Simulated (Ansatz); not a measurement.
# Sr3AgIrO6: the cost of one run

Method: DFT PBE+U (U_eff = 2 eV on Ir 5d), scalar-relativistic, plane waves, PAW, in Ansatz 0.2.0.

## Step 1: Starting point

Symmetry: R-3c, No. 167, trigonal system. Conventional cell: a = 9.630 Å, b = 9.630 Å, c = 12.095 Å, α = 90.00°, β = 90.00°, γ = 120.00°. Sr (site symmetry 2) is surrounded by 8 O at 2.59 to 2.79 Å. Ag (site symmetry 32) has 6 O at 2.48 Å as nearest neighbours. Ir (site symmetry -3) is surrounded by 6 O at 2.01 Å. Around O (site symmetry 1) lie 1 Ir at 2.01 Å and 1 Ag at 2.48 Å and 4 Sr at 2.59 to 2.79 Å.

As a file:

```cif
data_structure
_symmetry_space_group_name_H-M 'R-3c:H'
_symmetry_Int_Tables_number 167
_cell_length_a 9.6296
_cell_length_b 9.6296
_cell_length_c 12.0954
_cell_angle_alpha 90.000
_cell_angle_beta 90.000
_cell_angle_gamma 120.000
_cell_volume 971.33
loop_
_atom_site_label
_atom_site_type_symbol
_atom_site_symmetry_multiplicity
_atom_site_Wyckoff_symbol
_atom_site_fract_x
_atom_site_fract_y
_atom_site_fract_z
_atom_site_occupancy
Sr1 Sr 18 e 0.31120 0.33333 0.08333 1
Ag1 Ag 6 a 0.33333 0.66667 0.91667 1
Ir1 Ir 6 b 0.33333 0.66667 0.16667 1
O1 O 36 f 0.18011 0.02285 0.09636 1
```

This cell comes from an earlier session at PBE+U (U_eff = 2 eV on Ir 5d): 14.717 Å³/atom at -0.02 GPa, on a 4×4×4 mesh.

## Step 2: Coarse mesh, to find the state of the open shells

Contents of input.yaml:

```yaml
crystal:
  lattice:
    - [4.8148104878, 2.7798321312, 4.0317849109]
    - [-4.8148104878, 2.7798321312, 4.0317849109]
    - [0.0, -5.5596642624, 4.0317849109]
  atoms:
    - { symbol: Sr, position: [0.3945329698, 0.1054670302, 0.75] }
    - { symbol: Sr, position: [0.75, 0.3945329698, 0.1054670302] }
    - { symbol: Sr, position: [0.6054670302, 0.8945329698, 0.25] }
    - { symbol: Sr, position: [0.1054670302, 0.75, 0.3945329698] }
    - { symbol: Sr, position: [0.8945329698, 0.25, 0.6054670302] }
    - { symbol: Sr, position: [0.25, 0.6054670302, 0.8945329698] }
    - { symbol: Ag, position: [0.25, 0.25, 0.25] }
    - { symbol: Ag, position: [0.75, 0.75, 0.75] }
    - { symbol: Ir, position: [0.5, 0.5, 0.5], spin: 2.0 }
    - { symbol: Ir, position: [1.0, 0.0, 1.0], spin: -2.0 }
    - { symbol: O, position: [0.2764688117, 0.9390989842, 0.0735155291] }
    - { symbol: O, position: [0.0735155291, 0.2764688117, 0.9390989842] }
    - { symbol: O, position: [0.9390989842, 0.0735155291, 0.2764688117] }
    - { symbol: O, position: [0.5609010158, 0.2235311883, 0.4264844709] }
    - { symbol: O, position: [0.4264844709, 0.5609010158, 0.2235311883] }
    - { symbol: O, position: [0.2235311883, 0.4264844709, 0.5609010158] }
    - { symbol: O, position: [0.7235311883, 0.0609010158, 0.9264844709] }
    - { symbol: O, position: [0.9264844709, 0.7235311883, 0.0609010158] }
    - { symbol: O, position: [0.0609010158, 0.9264844709, 0.7235311883] }
    - { symbol: O, position: [0.4390989842, 0.7764688117, 0.5735155291] }
    - { symbol: O, position: [0.7764688117, 0.5735155291, 0.4390989842] }
    - { symbol: O, position: [0.5735155291, 0.4390989842, 0.7764688117] }
basis:
  ecutwfc: 420
  ecutrho_ratio: 4
kpoints:
  mp_grid: { grid: [2, 2, 2] }
hamiltonian:
  xc: pbe
  hubbard: { sites: [{ species: Ir, l: d, u_eff: 2.0 }] }
scf:
  occupations: { method: gaussian, width: 0.05 }
output:
  forces: true
  stress: true
  eigenvalues: true
  populations: true
  hubbard: { sites: [{ species: Ir, l: d }] }
magnetization:
  spin_polarized: true
```

On the command line:

```console
$ ansatz run input.yaml --threads 8 --pin off --max-ram 22528MiB --backend cpu --events-out ev --progress --plain --runs-dir out
```

**Question.** How long does this run take on 8 threads of Arm Neoverse N1, shared host, and how much memory does it need?

About 86 s, with a peak of 2.7 GiB.
